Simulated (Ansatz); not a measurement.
# InAs: the cost of one run

Program: Ansatz 0.2.0. Level of theory: DFT PBEsol, scalar-relativistic, plane waves, PAW. These are calculated values, not measurements.

The COD entry's cell or inner coordinates are ideal or old and differ from later refinements, so a difference from it is no clean test against experiment.

2 further runs of the same task are left out: 2 set aside as unsound or not needed.

### 1 The system as given

The structure is cubic, space group F-43m (No. 216). Conventional cell: a = 6.048 Å, b = 6.048 Å, c = 6.048 Å, α = 90.00°, β = 90.00°, γ = 90.00°. Around In (site symmetry -43m) lie 4 As at 2.62 Å. As (site symmetry -43m) has 4 In at 2.62 Å as nearest neighbours.

As a file:

```xyz
2
Lattice="0.0000 3.0240 3.0240 3.0240 0.0000 3.0240 3.0240 3.0240 0.0000" Properties=species:S:1:pos:R:3 pbc="T T T"
In    0.0000    0.0000    0.0000
As    4.5360    4.5360    4.5360
```

The cell is the deposited one, not relaxed. An earlier run on this cell at PBEsol gave 1.13 GPa at 27.653 Å³/atom (10×10×10 mesh), no gap.

### 2 Bands on a fine mesh, Fermi surface

input.yaml reads:

```yaml
crystal:
  lattice:
    - [0.0, 3.0240000793, 3.0240000793]
    - [3.0240000793, 0.0, 3.0240000793]
    - [3.0240000793, 3.0240000793, 0.0]
  atoms:
    - { symbol: In, position: [0.0, 0.0, 0.0] }
    - { symbol: As, position: [0.75, 0.75, 0.75] }
basis:
  ecutwfc: 420
  ecutrho_ratio: 4
kpoints:
  mp_grid: { grid: [10, 10, 10] }
hamiltonian:
  xc: pbesol
scf:
  occupations: { method: gaussian, width: 0.05 }
output:
  forces: true
  stress: true
  eigenvalues: true
  eigenstates:
    nscf_kmesh: { grid: [18, 18, 18] }
    de_dk: true
    e_range: [-2.5, 2.5]
  write_density: true
  write_potential: true
  elf: true
  volumetric_format: npy
```

Command:

```console
ansatz run input.yaml --threads 4 --pin off --max-ram 9216MiB --backend cpu --events-out ev --progress --plain --runs-dir out
```

What time and memory should one allow on 4 threads of Intel Xeon 6975P-C (Granite Rapids), shared host?

About 2.2 s, with a peak of 0.48 GiB.
